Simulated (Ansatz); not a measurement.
## TaV: equation of state with PBE

Crystal: TaV.

```
Ta V
1.0
     1.60670   -2.30777    0.00000
     1.60670    2.30777    0.00000
     0.00000    0.00000    4.34136
Ta V
1 1
Cartesian
  0.0000 0.0000 0.0000
  1.6067 0.0000 2.1707
```

The cell comes from a database or a generator and needn't be the stable form of this composition.

* Program: Ansatz 0.2.0
* Task: equation of state
* Functional: PBE
* Potentials or basis: Ansatz PAW earlier set
* Cutoff: 930 eV
* Density cutoff: 3720 eV
* k mesh: 10 × 10 × 6
* Occupations: fermi-dirac, width 0.05 eV
* Spin: collinear spin, ferromagnetic start
* Starting moments: [0.0, 2.0] μB

```yaml
Equilibrium_volume: 16.09 Å³/atom
Bulk_modulus_at_fixed_shape_and_positions: 182 GPa
Pressure_derivative_of_the_bulk_modulus: 3.7
```

Energy against volume, from the lowest point:
| volume (Å³/atom) | energy (meV/atom) |
| --- | --- |
| 15.132 | 35.75 |
| 15.453 | 15.29 |
| 15.775 | 3.64 |
| 16.097 | 0.00 |
| 16.419 | 3.67 |
| 16.741 | 13.99 |
| 17.063 | 30.38 |

All runs of the series together: 3.6 min on 2 threads of Arm Neoverse V2, with other jobs on the host.

Caveat: the cell was scaled at fixed shape and fractional positions, which overstates the stiffness of a crystal with free parameters, most of all of layers and chains. The run has no spin-orbit coupling, so splittings on Ta are missing.
